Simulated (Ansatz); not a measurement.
# TaN: the cost of one run

Method: DFT PBEsol+U (U_eff = 7 eV on Ta d), plane waves, PAW, no spin–orbit coupling unless a run says so, in Ansatz 0.2.0.

## Step 1: The starting structure

The structure is hexagonal, space group P6/mmm (No. 191). The conventional cell has a = 5.185 Å, b = 5.185 Å, c = 2.908 Å, α = 90.00°, β = 90.00°, γ = 120.00°. Around Ta (site symmetry 6/mmm) lie 6 N at 2.59 Å and 2 Ta at 2.91 Å. Ta (site symmetry -6m2) has 6 N at 2.09 Å as nearest neighbours. N (site symmetry mmm) has 6 Ta at 2.09 to 2.59 Å as nearest neighbours.

As a file:

```
Ta N
1.0
     5.18500    0.00000    0.00000
    -2.59250    4.49034    0.00000
     0.00000    0.00000    2.90800
Ta N
3 3
Direct
  0.00000 0.00000 0.00000
  0.33333 0.66667 0.50000
  0.66667 0.33333 0.50000
  0.50000 0.00000 0.00000
  0.50000 0.50000 0.00000
  0.00000 0.50000 0.00000
```

Magnetic order typed: ferromagnetic.

## Step 2: From atoms, symmetry kept, no search

input.yaml reads:

```yaml
crystal:
  lattice:
    - [5.1850002, 0.0, 0.0]
    - [-2.5925001, 4.49034189, 0.0]
    - [0.0, 0.0, 2.90800053]
  atoms:
    - { symbol: Ta, position: [0.0, 0.0, 0.0], spin: 2.0 }
    - { symbol: Ta, position: [0.3333333333, 0.6666666667, 0.5], spin: 2.0 }
    - { symbol: Ta, position: [0.6666666667, 0.3333333333, 0.5], spin: 2.0 }
    - { symbol: "N", position: [0.5, 0.0, 0.0] }
    - { symbol: "N", position: [0.5, 0.5, 0.0] }
    - { symbol: "N", position: [0.0, 0.5, 0.0] }
basis:
  ecutwfc: 420
  ecutrho_ratio: 4
kpoints:
  mp_grid: { grid: [4, 4, 7] }
hamiltonian:
  xc: pbesol
  hubbard:
    sites:
      - { site: 0, l: d, u_eff: 7.0 }
      - { site: 1, l: d, u_eff: 7.0 }
      - { site: 2, l: d, u_eff: 7.0 }
scf:
  occupations: { method: gaussian, width: 0.05 }
  lower_state_search: "off"
  max_iter: 150
output:
  forces: true
  stress: true
  eigenvalues: true
  populations: true
  hubbard: { sites: [{ site: 0, l: d }, { site: 1, l: d }, { site: 2, l: d }] }
magnetization:
  spin_polarized: true
```

Started as:

```
> ansatz run input.yaml --threads 4 --pin off --max-ram 6144MiB --backend cpu --events-out ev --progress --plain --runs-dir out
```

**Question.** How long does this run take on 4 threads of Arm Neoverse V1, shared host, and how much memory does it need?

About 4 s, with a peak of 0.43 GiB.
